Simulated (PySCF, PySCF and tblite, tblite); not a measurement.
**C₅H₉BO₂: a path driven as rotation about a bond, and NMR exchange**

Aim: the barrier and rate of rotation about a bond in C₅H₉BO₂ (`CCC#CB(O)OC`), and what it does to NMR lines.

Computed with tblite 0.8.0 (tight binding) and PySCF 2.14.0 (DFT, with response routines of our own); each step states its level. Atoms count from 0 throughout.

## (1) The starting structure

17 atoms, charge 0, multiplicity 1; geometry from: force field or distance geometry start.

Bonds of the start (Å): B4–O5 1.46, B4–O6 1.47, C0–C1 1.51, C0–H10 1.12, C0–H8 1.11, C0–H9 1.10, C1–C2 1.49, C1–H11 1.11, C1–H12 1.12, C2–C3 1.19, C3–B4 1.55, C7–H14 1.12, C7–H15 1.11, C7–H16 1.11, O5–H13 1.00, O6–C7 1.41.

## (2) GFN2-xTB relaxation, start minimum

The job: settings as JSON, then the geometry in Å.

```
{"job": {"xc": "GFN2-xTB", "basis": "xTB", "kind": "relax"}, "charge": 0, "multiplicity": 1}
C     -2.213500     0.697200    -1.823000
C     -2.009600    -0.727600    -1.360000
C     -0.887500    -0.798200    -0.388000
C      0.013300    -0.836900     0.387900
B      1.174000    -0.904700     1.406600
O      2.096600    -2.032800     1.371200
O      1.303500     0.134900     2.436000
C      2.142100     1.162900     1.959200
H     -2.467400     1.353900    -0.960400
H     -1.312500     1.083600    -2.320000
H     -3.066300     0.726400    -2.548000
H     -1.772400    -1.383000    -2.219000
H     -2.933800    -1.107000    -0.852600
H      2.840200    -1.742900     0.773100
H      1.696400     1.660500     1.057500
H      3.161900     0.787300     1.753100
H      2.228100     1.938500     2.744700
```

On the command line:

```bash
$ OMP_NUM_THREADS=1 python ens_run.py task.json out
```

The driver reads the study from task.json and runs its stages one after another.

Standard output:

```text
step      E/eV     max force
  0    -670.03212    3.105
  1    -670.10310    6.143
  2    -670.34638    1.226
  3    -670.38754    0.686
  4    -670.41115    0.418
  5    -670.42940    0.401
  6    -670.44326    0.477
  7    -670.47196    0.557
  8    -670.50462    0.567
  9    -670.54335    0.881
 10    -670.59117    0.920
 11    -670.68730    1.028
 12    -670.77352    1.177
 13    -670.70780    3.075
 14    -670.88528    0.535
 15    -670.90896    0.455
 16    -670.94581    0.572
 17    -670.96015    0.334
 18    -670.98603    0.346
 19    -671.00191    0.351
 20    -671.01741    0.324
 21    -671.03234    0.528
 22    -671.04707    0.606
 23    -671.06689    0.349
 24    -671.08409    0.278
 25    -671.09899    0.239
 26    -671.10685    0.221
 27    -671.12051    0.222
 28    -671.13227    0.304
 29    -671.14471    0.285
 30    -671.15847    0.470
 31    -671.17704    0.318
 32    -671.20231    0.369
 33    -671.21921    0.448
 34    -671.23885    0.427
 35    -671.25462    0.369
 36    -671.27047    0.353
 37    -671.28387    0.237
 38    -671.28875    0.444
 39    -671.29713    0.256
 40    -671.30208    0.187
 41    -671.31252    0.206
 42    -671.31577    0.187
 43    -671.32572    0.190
 44    -671.33133    0.222
 45    -671.33899    0.223
 46    -671.34510    0.197
 47    -671.35276    0.219
 48    -671.36103    0.255
 49    -671.36731    0.186
 50    -671.37260    0.133
 51    -671.37415    0.107
 52    -671.37616    0.105
 53    -671.37861    0.139
 54    -671.38043    0.120
 55    -671.38203    0.090
 56    -671.38372    0.108
 57    -671.38577    0.108
 58    -671.38808    0.128
 59    -671.39049    0.122
 60    -671.39297    0.162
 61    -671.39589    0.224
 62    -671.40004    0.204
 63    -671.40495    0.175
 64    -671.40881    0.178
 65    -671.41196    0.205
 66    -671.41573    0.181
 67    -671.42174    0.209
 68    -671.42978    0.227
 69    -671.43125    0.325
 70    -671.43701    0.364
 71    -671.43914    0.174
 72    -671.44107    0.082
 73    -671.44237    0.064
 74    -671.44318    0.135
 75    -671.44374    0.056
 76    -671.44432    0.049
 77    -671.44496    0.070
 78    -671.44568    0.071
 79    -671.44705    0.087
 80    -671.44899    0.097
 81    -671.45125    0.104
 82    -671.45301    0.090
 83    -671.45412    0.085
 84    -671.45498    0.073
 85    -671.45585    0.073
 86    -671.45665    0.078
 87    -671.45722    0.058
 88    -671.45764    0.052
 89    -671.45808    0.051
 90    -671.45865    0.066
 91    -671.45926    0.062
 92    -671.45983    0.068
 93    -671.46043    0.048
 94    -671.46118    0.068
 95    -671.46214    0.076
 96    -671.46329    0.074
 97    -671.46442    0.093
 98    -671.46540    0.068
 99    -671.46616    0.065
100    -671.46682    0.061
101    -671.46736    0.051
102    -671.46778    0.048
103    -671.46807    0.043
104    -671.46828    0.041
105    -671.46846    0.034
106    -671.46863    0.031
107    -671.46882    0.032
108    -671.46905    0.042
109    -671.46936    0.050
110    -671.46978    0.054
111    -671.47026    0.058
112    -671.47073    0.060
113    -671.47119    0.057
114    -671.47164    0.062
115    -671.47202    0.047
116    -671.47234    0.047
117    -671.47263    0.052
118    -671.47292    0.080
119    -671.47330    0.076
120    -671.47382    0.056
121    -671.47418    0.040
122    -671.47451    0.046
123    -671.47492    0.071
124    -671.47541    0.055
125    -671.47606    0.055
126    -671.47668    0.056
127    -671.47695    0.065
128    -671.47738    0.054
129    -671.47766    0.039
130    -671.47834    0.046
131    -671.47868    0.062
132    -671.47901    0.038
133    -671.47920    0.035
134    -671.47933    0.035
135    -671.47941    0.020
136    -671.47946    0.025
137    -671.47948    0.011
138    -671.47950    0.011
139    -671.47952    0.010
140    -671.47954    0.010
141    -671.47955    0.008
142    -671.47956    0.006
143    -671.47957    0.007
144    -671.47958    0.009
145    -671.47959    0.008
146    -671.47961    0.010
147    -671.47964    0.012
148    -671.47967    0.013
149    -671.47971    0.014
150    -671.47976    0.016
151    -671.47981    0.022
152    -671.47987    0.023
153    -671.47993    0.018
154    -671.47998    0.017
155    -671.48003    0.014
156    -671.48007    0.011
157    -671.48010    0.009
158    -671.48013    0.011
159    -671.48014    0.009
160    -671.48015    0.008
161    -671.48016    0.006
162    -671.48017    0.006
163    -671.48017    0.004
164    -671.48018    0.003
```

Wall time 0.96 s (1 thread of Arm Neoverse V1, shared host).

The energy fell by 1.448 eV, and the atoms moved 0.79 Å (root mean square).

## (3) Relaxed scan, rotation

The job: settings as JSON, then the geometry in Å.

```
{"job": {"xc": "GFN2-xTB", "basis": "xTB", "coordinate": [["t", [3, 4, 5, 13], 0.5], ["t", [6, 4, 5, 13], 0.5]], "kind": "drive"}, "charge": 0, "multiplicity": 1}
C     -2.601473     0.524150    -1.995728
C     -2.178177    -0.836804    -1.441499
C     -1.012939    -0.721555    -0.587958
C     -0.044769    -0.594644     0.117333
B      1.181828    -0.465037     1.014817
O      1.763783    -1.597997     1.485620
O      1.614036     0.799594     1.284918
C      2.727988     1.078030     2.093967
H     -2.840311     1.205657    -1.182650
H     -1.795953     0.960556    -2.581699
H     -3.477997     0.416331    -2.631378
H     -1.945414    -1.519490    -2.264285
H     -2.995640    -1.274163    -0.860314
H      2.529835    -1.470153     2.045268
H      2.837781     2.162485     2.132170
H      3.644216     0.644497     1.676368
H      2.586205     0.700573     3.113398
```

Standard output:

```text
point  coordinate     E/eV
  0    -75.300     -671.45787
  1    -60.600     -671.39669
  2    -45.800     -671.30970
  3    -30.700     -671.21785
  4    -15.400     -671.14900
  5      0.100     -671.12756
  6     15.600     -671.16244
  7     30.800     -671.24107
  8     45.900     -671.33896
  9     60.700     -671.42889
 10     75.400     -671.49114
 11     90.000     -671.51486
```

It took 1.4 s on 1 thread of Arm Neoverse V1, shared host.

The highest point is number 5, 7.6 kcal/mol above the first.

## (4) Nudged elastic band, leg 1

The job, as its differences from that of step 3:

```diff
@@ -1,2 +1,2 @@
-{"job": {"xc": "GFN2-xTB", "basis": "xTB", "coordinate": [["t", [3, 4, 5, 13], 0.5], ["t", [6, 4, 5, 13], 0.5]], "kind": "drive"}, "charge": 0, "multiplicity": 1}
+{"job": {"xc": "GFN2-xTB", "basis": "xTB", "kind": "neb"}, "charge": 0, "multiplicity": 1}
 C     -2.601473     0.524150    -1.995728
```

Standard output:

```text
image   E - E0 / eV
  0       0.0000
  1       0.1337
  2       0.3533
  3       0.0522
  4      -0.0329
  5      -0.0380
  6      -0.0404
```

It took 2.2 s on 1 thread of Arm Neoverse V1, shared host; peak memory 0.19 GiB.

The highest point is number 2, 8.1 kcal/mol above the first.

## (5) Saddle search, leg 1

The job: settings as JSON, then the geometry in Å.

```
{"job": {"xc": "GFN2-xTB", "basis": "xTB", "kind": "saddle"}, "charge": 0, "multiplicity": 1}
C     -2.585029     0.509396    -2.051987
C     -2.152680    -0.845760    -1.490216
C     -0.970600    -0.717906    -0.661709
C      0.011653    -0.569020     0.021434
B      1.268292    -0.405276     0.876654
O      2.092898    -1.478223     1.168826
O      1.574299     0.854504     1.254275
C      2.720131     1.154096     2.015696
H     -2.811288     1.199879    -1.242999
H     -1.788122     0.939620    -2.653874
H     -3.470812     0.395706    -2.673696
H     -1.937390    -1.537258    -2.310240
H     -2.960352    -1.275229    -0.889651
H      1.963479    -1.944456     1.986309
H      2.861878     2.234760     1.990992
H      3.601755     0.653634     1.608107
H      2.581887     0.831532     3.052080
```

Standard output:

```text
step      E/eV     max force
  0    -671.12692   0.0477
  1    -671.13030   0.0664
  2    -671.12975   0.2839
  3    -671.13190   0.0303
  4    -671.13361   0.0642
  5    -671.13264   0.0136
  6    -671.13349   0.0185
  7    -671.13435   0.0261
  8    -671.13512   0.0174
  9    -671.13588   0.0915
 10    -671.13564   0.0116
 11    -671.13624   0.0128
 12    -671.13679   0.0210
 13    -671.13732   0.0232
 14    -671.13779   0.0373
 15    -671.13828   0.0214
 16    -671.13883   0.0224
 17    -671.13928   0.0377
 18    -671.13965   0.0513
 19    -671.14006   0.0227
 20    -671.13998   0.1008
 21    -671.14024   0.0133
 22    -671.14043   0.0221
 23    -671.14058   0.0203
 24    -671.14070   0.0133
 25    -671.14043   0.0953
 26    -671.14078   0.0054
 27    -671.14086   0.0064
 28    -671.14093   0.0073
 29    -671.14099   0.0073
 30    -671.14105   0.0093
 31    -671.14111   0.0037
lowest wavenumbers (cm-1): -567.2 18.6 60.8 88.1 99.4 161.4
```

Run time: 6.1 s. Hardware: 1 thread of Arm Neoverse V1, shared host; peak memory 0.19 GiB.

Point group C1; 1 imaginary mode, 567i cm⁻¹, carried by H13, O5. Steps downhill from it reached both ends.

## (6) Shieldings, start: PBE0/pcSseg-1 in acetone

The job: settings as JSON, then the geometry in Å.

```
{"job": {"kind": "nmr", "xc": "PBE0", "basis": "pcSseg-1", "solvent": "acetone", "pop": false}, "charge": 0, "multiplicity": 1}
C     -2.601473     0.524150    -1.995728
C     -2.178177    -0.836804    -1.441499
C     -1.012939    -0.721555    -0.587958
C     -0.044769    -0.594644     0.117333
B      1.181828    -0.465037     1.014817
O      1.763783    -1.597997     1.485620
O      1.614036     0.799594     1.284918
C      2.727988     1.078030     2.093967
H     -2.840311     1.205657    -1.182650
H     -1.795953     0.960556    -2.581699
H     -3.477997     0.416331    -2.631378
H     -1.945414    -1.519490    -2.264285
H     -2.995640    -1.274163    -0.860314
H      2.529835    -1.470153     2.045268
H      2.837781     2.162485     2.132170
H      3.644216     0.644497     1.676368
H      2.586205     0.700573     3.113398
```

Standard output:

```text
coarse grid: 14272 points
cycle   1  E = -370.6336375969  dE =  1.016e+00  |g| = 8.337e-01  |ddm| = 3.881e+00
cycle   2  E = -370.5439341339  dE =  8.970e-02  |g| = 1.106e+00  |ddm| = 1.309e+00
cycle   3  E = -370.7619317478  dE = -2.180e-01  |g| = 1.197e-01  |ddm| = 7.778e-01
cycle   4  E = -370.7646216313  dE = -2.690e-03  |g| = 5.741e-02  |ddm| = 1.362e-01
cycle   5  E = -370.7653238467  dE = -7.022e-04  |g| = 2.181e-02  |ddm| = 5.214e-02
cycle   6  E = -370.7654357812  dE = -1.119e-04  |g| = 3.343e-03  |ddm| = 1.656e-02
cycle   7  E = -370.7654381567  dE = -2.375e-06  |g| = 8.788e-04  |ddm| = 2.901e-03
final grid: 138016 points
cycle   8  E = -370.8330260533  dE = -3.941e-05  |g| = 1.130e-02  |ddm| = 3.392e-02
cycle   9  E = -370.8330082024  dE =  1.785e-05  |g| = 1.521e-02  |ddm| = 1.573e-02
cycle  10  E = -370.8330512117  dE = -4.301e-05  |g| = 1.637e-03  |ddm| = 9.099e-03
cycle  11  E = -370.8330517731  dE = -5.613e-07  |g| = 3.893e-04  |ddm| = 1.318e-03
cycle  12  E = -370.8330518000  dE = -2.691e-08  |g| = 1.895e-04  |ddm| = 3.746e-04
cycle  13  E = -370.8330518079  dE = -7.965e-09  |g| = 4.732e-05  |ddm| = 1.594e-04
cycle  14  E = -370.8330518084  dE = -4.716e-10  |g| = 1.422e-05  |ddm| = 4.110e-05
converged SCF energy = -370.8330518084

GIAO shielding tensors (ppm)
atom      isotropic    diamagn.    paramagn.     s11        s22        s33       span
  0 C      170.758     248.320     -77.561    157.991    166.658    187.626     29.635
  1 C      171.474     252.055     -80.582    161.151    169.745    183.525     22.374
  2 C       74.687     275.560    -200.873    -24.499    -19.794    268.354    292.853
  3 C      102.266     260.725    -158.459     17.272     23.210    266.316    249.043
  4 B       81.872     201.209    -119.337     67.131     84.946     93.539     26.407
  5 O      219.014     387.603    -168.590    107.070    236.018    313.953    206.883
  6 O      232.223     401.957    -169.734     95.310    258.666    342.694    247.384
  7 C      135.040     240.937    -105.897    105.912    114.035    185.172     79.260
  8 H       30.452      30.910      -0.458     26.656     28.924     35.777      9.121
  9 H       30.454      30.962      -0.507     26.674     28.911     35.777      9.103
 10 H       30.498      27.039       3.460     25.984     27.484     38.026     12.042
 11 H       29.202      29.462      -0.260     23.881     28.278     35.446     11.565
 12 H       29.202      29.343      -0.141     23.920     28.256     35.430     11.509
 13 H       26.705      30.367      -3.661     19.767     24.035     36.313     16.546
 14 H       27.560      27.215       0.345     23.201     25.792     33.688     10.488
 15 H       27.774      27.453       0.320     24.041     25.432     33.847      9.806
 16 H       27.773      27.223       0.550     24.037     25.427     33.856      9.819
```

Run time: 22 s. Hardware: 1 thread of Arm Neoverse V1, shared host; peak memory 0.92 GiB.

In short: HOMO -7.77 eV, LUMO -0.17 eV; dipole 1.88 D.

## (7) Shieldings, saddle of leg 1: PBE0/pcSseg-1 in acetone

The job: settings as JSON, then the geometry in Å.

```
{"job": {"kind": "nmr", "xc": "PBE0", "basis": "pcSseg-1", "solvent": "acetone", "pop": false}, "charge": 0, "multiplicity": 1}
C     -2.656557     0.507637    -1.988125
C     -2.103079    -0.848846    -1.549699
C     -0.927128    -0.696779    -0.716787
C      0.045765    -0.530526    -0.024675
B      1.293194    -0.392578     0.849060
O      2.104953    -1.486992     1.108436
O      1.591659     0.848011     1.282048
C      2.725451     1.153257     2.056885
H     -2.928800     1.103730    -1.120088
H     -1.908202     1.054743    -2.556810
H     -3.538724     0.371460    -2.610344
H     -1.836891    -1.445764    -2.427397
H     -2.863581    -1.397959    -0.985703
H      1.953185    -1.976511     1.908835
H      3.205470     2.033606     1.625335
H      3.433662     0.320850     2.070480
H      2.409622     1.382664     3.078548
```

Standard output:

```text
coarse grid: 14272 points
cycle   1  E = -370.6186291902  dE =  1.013e+00  |g| = 8.482e-01  |ddm| = 3.883e+00
cycle   2  E = -370.5207593893  dE =  9.787e-02  |g| = 1.136e+00  |ddm| = 1.461e+00
cycle   3  E = -370.7504045110  dE = -2.296e-01  |g| = 1.239e-01  |ddm| = 9.009e-01
cycle   4  E = -370.7533575340  dE = -2.953e-03  |g| = 5.499e-02  |ddm| = 1.386e-01
cycle   5  E = -370.7539536415  dE = -5.961e-04  |g| = 2.317e-02  |ddm| = 5.104e-02
cycle   6  E = -370.7540788106  dE = -1.252e-04  |g| = 4.455e-03  |ddm| = 1.782e-02
cycle   7  E = -370.7540824677  dE = -3.657e-06  |g| = 1.811e-03  |ddm| = 3.652e-03
final grid: 138016 points
cycle   8  E = -370.8208012238  dE = -3.246e-05  |g| = 1.160e-02  |ddm| = 3.107e-02
cycle   9  E = -370.8207776352  dE =  2.359e-05  |g| = 1.657e-02  |ddm| = 1.562e-02
cycle  10  E = -370.8208266546  dE = -4.902e-05  |g| = 1.612e-03  |ddm| = 9.302e-03
cycle  11  E = -370.8208271943  dE = -5.397e-07  |g| = 2.562e-04  |ddm| = 1.209e-03
cycle  12  E = -370.8208272031  dE = -8.794e-09  |g| = 1.484e-04  |ddm| = 2.565e-04
cycle  13  E = -370.8208272073  dE = -4.223e-09  |g| = 5.202e-05  |ddm| = 1.326e-04
cycle  14  E = -370.8208272079  dE = -6.571e-10  |g| = 1.346e-05  |ddm| = 5.114e-05
converged SCF energy = -370.8208272079

GIAO shielding tensors (ppm)
atom      isotropic    diamagn.    paramagn.     s11        s22        s33       span
  0 C      170.595     248.248     -77.652    157.565    166.581    187.640     30.075
  1 C      171.269     252.215     -80.946    161.117    169.514    183.176     22.059
  2 C       72.888     274.879    -201.991    -26.000    -15.212    259.875    285.875
  3 C      100.708     262.544    -161.835     14.090     21.579    266.456    252.366
  4 B       79.185     199.509    -120.324     66.572     80.703     90.280     23.709
  5 O      265.535     389.128    -123.593    185.591    272.670    338.344    152.754
  6 O      196.289     402.114    -205.825     31.486    220.262    337.120    305.634
  7 C      133.634     239.532    -105.898    101.425    116.264    183.213     81.788
  8 H       30.445      30.920      -0.474     26.652     28.901     35.783      9.131
  9 H       30.444      30.784      -0.340     26.679     28.891     35.763      9.083
 10 H       30.496      26.973       3.523     25.963     27.511     38.013     12.050
 11 H       29.170      29.423      -0.253     23.848     28.282     35.380     11.532
 12 H       29.182      29.673      -0.491     23.942     28.243     35.360     11.418
 13 H       29.380      31.382      -2.003     22.422     22.809     42.908     20.486
 14 H       27.833      26.767       1.066     23.485     25.882     34.132     10.647
 15 H       26.994      26.672       0.322     22.675     26.654     31.655      8.980
 16 H       27.859      26.592       1.266     23.721     25.621     34.234     10.512
```

Run time: 22 s. Hardware: 1 thread of Arm Neoverse V1, shared host; peak memory 0.92 GiB.

This run: HOMO -7.68 eV, LUMO -0.45 eV; dipole 1.73 D.

## (8) Shieldings, end: PBE0/pcSseg-1 in acetone

The job: settings as JSON, then the geometry in Å.

```
{"job": {"kind": "nmr", "xc": "PBE0", "basis": "pcSseg-1", "solvent": "acetone", "pop": false}, "charge": 0, "multiplicity": 1}
C     -2.563762     0.464991    -1.974449
C     -2.084031    -0.872037    -1.408658
C     -0.944779    -0.692177    -0.530655
C      0.002032    -0.500438     0.189444
B      1.206468    -0.321467     1.119456
O      1.719100    -1.360468     1.850179
O      1.751353     0.908434     1.196019
C      2.860510     1.212383     2.007929
H     -2.863929     1.130126    -1.168171
H     -1.765439     0.946306    -2.534356
H     -3.413372     0.311462    -2.636531
H     -1.796270    -1.541613    -2.225164
H     -2.892024    -1.351175    -0.847089
H      1.270930    -2.195544     1.737309
H      2.582211     2.026152     2.681791
H      3.681492     1.543484     1.367070
H      3.178590     0.346242     2.589970
```

Standard output:

```text
coarse grid: 14272 points
cycle   1  E = -370.6375991509  dE =  1.015e+00  |g| = 8.298e-01  |ddm| = 3.865e+00
cycle   2  E = -370.5469097464  dE =  9.069e-02  |g| = 1.108e+00  |ddm| = 1.220e+00
cycle   3  E = -370.7647528390  dE = -2.178e-01  |g| = 1.142e-01  |ddm| = 7.188e-01
cycle   4  E = -370.7672934208  dE = -2.541e-03  |g| = 4.967e-02  |ddm| = 1.327e-01
cycle   5  E = -370.7677768585  dE = -4.834e-04  |g| = 2.369e-02  |ddm| = 5.060e-02
cycle   6  E = -370.7679097357  dE = -1.329e-04  |g| = 3.390e-03  |ddm| = 1.764e-02
cycle   7  E = -370.7679122013  dE = -2.466e-06  |g| = 8.566e-04  |ddm| = 2.956e-03
final grid: 138016 points
cycle   8  E = -370.8347462192  dE = -3.459e-05  |g| = 1.146e-02  |ddm| = 3.226e-02
cycle   9  E = -370.8347261391  dE =  2.008e-05  |g| = 1.572e-02  |ddm| = 1.568e-02
cycle  10  E = -370.8347715319  dE = -4.539e-05  |g| = 1.608e-03  |ddm| = 9.137e-03
cycle  11  E = -370.8347720760  dE = -5.441e-07  |g| = 3.585e-04  |ddm| = 1.251e-03
cycle  12  E = -370.8347720979  dE = -2.191e-08  |g| = 1.756e-04  |ddm| = 3.387e-04
cycle  13  E = -370.8347721048  dE = -6.839e-09  |g| = 4.510e-05  |ddm| = 1.524e-04
cycle  14  E = -370.8347721052  dE = -4.426e-10  |g| = 1.345e-05  |ddm| = 4.020e-05
converged SCF energy = -370.8347721052

GIAO shielding tensors (ppm)
atom      isotropic    diamagn.    paramagn.     s11        s22        s33       span
  0 C      170.671     248.513     -77.841    157.734    166.626    187.655     29.921
  1 C      171.410     252.415     -81.005    161.136    169.676    183.418     22.282
  2 C       73.657     275.505    -201.848    -23.895    -19.383    264.248    288.142
  3 C      102.795     261.927    -159.132     15.824     24.638    267.924    252.100
  4 B       82.016     200.891    -118.875     67.382     83.778     94.889     27.507
  5 O      209.401     388.317    -178.915     74.692    263.230    290.283    215.591
  6 O      232.964     401.993    -169.029     96.663    251.211    351.018    254.355
  7 C      134.020     239.415    -105.395    101.335    116.557    184.167     82.831
  8 H       30.450      30.941      -0.491     26.669     28.894     35.786      9.117
  9 H       30.453      31.112      -0.659     26.638     28.932     35.789      9.151
 10 H       30.494      27.204       3.290     25.959     27.501     38.022     12.063
 11 H       29.202      29.917      -0.714     23.949     28.254     35.405     11.455
 12 H       29.205      29.610      -0.405     23.910     28.280     35.424     11.514
 13 H       26.559      33.045      -6.486     20.698     23.904     35.074     14.377
 14 H       27.837      26.614       1.222     23.540     25.730     34.240     10.700
 15 H       27.840      26.635       1.205     23.561     25.683     34.275     10.714
 16 H       27.078      26.531       0.547     22.458     26.752     32.024      9.566
```

Wall time 22 s (1 thread of Arm Neoverse V1, shared host); peak memory 0.9 GiB.

In short: HOMO -7.78 eV, LUMO -0.15 eV; dipole 1.89 D.

[end of part 1 of 2]
